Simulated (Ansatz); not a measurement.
Runs of Ansatz 0.2.0 on CaIrN2. Symmetry: R-3m, No. 166, trigonal system. The conventional cell has a = 3.298 Å, b = 3.298 Å, c = 15.028 Å, α = 90.00°, β = 90.00°, γ = 120.00°. Ir (site symmetry -3m) is surrounded by 6 N at 2.13 Å. Around Ca (site symmetry -3m) lie 6 N at 2.45 Å. Around N (site symmetry 3m) lie 3 Ir at 2.13 Å and 3 Ca at 2.45 Å. The cell comes from a database or a generator and needn't be the stable form of this composition.

```tsv
level	cutoff (eV)	gap on the mesh (eV)	pressure (GPa)	largest force (eV/Å)
PBE0	420	none	(b)	0.38
r2SCAN	500	none	-5.4	0.09
r2SCAN0	500	none	-10.9	(a)
LDA	420	none	-14.6	0.44
HSE06	420	none	-9.0	0.38
```

Alike in all rows: task projected density of states; potentials or basis Ansatz PAW; no spin polarisation; cell as given; k mesh 5 × 5 × 5; smearing fermi-dirac 0.05 eV; the mesh is coarse, so values aren't converged.

Question: Fill in the values left out.

Answer: (a) 0.34; (b) -9.2.

Caveats: all runs use coarse meshes; the PAW data sets come from PBE, with cores solved anew for the run's functional, which leaves a small shift of forces and pressure; the density of states is complete only up to the lowest level of the last band computed; the thresholds are loose for stress (some runs).

A k mesh can miss the band edges, and the runs leave out spin-orbit coupling on Ir.

A gap of «none» marks a metal or a gap under the smearing width.

Runs at the PBE level aren't shown here.
